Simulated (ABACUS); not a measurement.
InAs:

```
In As
1.0
     0.00000    3.01800    3.01800
     3.01800    0.00000    3.01800
     3.01800    3.01800    0.00000
In As
1 1
Direct
  0.00000 0.00000 0.00000
  0.75000 0.75000 0.75000
```

| Quantity | Value |
| --- | --- |
| Program | ABACUS 3.10.1 |
| Task | relaxation of cell and atoms |
| Functional | PBE |
| Potentials or basis | SPMS ONCV 1.0 PBE |
| Cutoff | 1361 eV |
| Density cutoff | 5442 eV |
| Basis | TZDP LCAO (the cutoffs set its grid) |
| k mesh | 7 × 7 × 7 |
| Occupations | fermi-dirac, width 0.05 eV |
| Spin | no spin polarisation |

At the start: pressure 5.0 GPa; volume 27.49 Å³/atom.

How do energy, volume and symmetry change on relaxing?

Over 3 steps the energy falls by 34.4 meV/atom and the volume is 29.88 Å³/atom (+8.7 %); space group F-43m (No. 216, to 0.05 Å).

Step by step:
| step | energy change (eV) | largest force (eV/Å) | pressure (GPa) | volume (Å³) |
| --- | --- | --- | --- | --- |
| 1 | 0.0000 | 0.0000 | 4.98 | 54.98 |
| 2 | -0.0533 | 0.0000 | -1.84 | 62.33 |
| 3 | -0.0687 | 0.0000 | 0.01 | 59.76 |

Final structure:
```cif
data_structure
_symmetry_space_group_name_H-M 'P 1'
_symmetry_Int_Tables_number 1
_cell_length_a 4.3885
_cell_length_b 4.3885
_cell_length_c 4.3885
_cell_angle_alpha 60.000
_cell_angle_beta 60.000
_cell_angle_gamma 60.000
_cell_volume 59.76
loop_
_atom_site_label
_atom_site_type_symbol
_atom_site_fract_x
_atom_site_fract_y
_atom_site_fract_z
_atom_site_occupancy
In1 In 0.00000 0.00000 0.00000 1
As1 As 0.75000 0.75000 0.75000 1
```

Caveat: the atomic orbitals were generated for these runs and aren't a published set; the basis of atomic orbitals isn't converged, which shifts pressures, moduli and gaps.
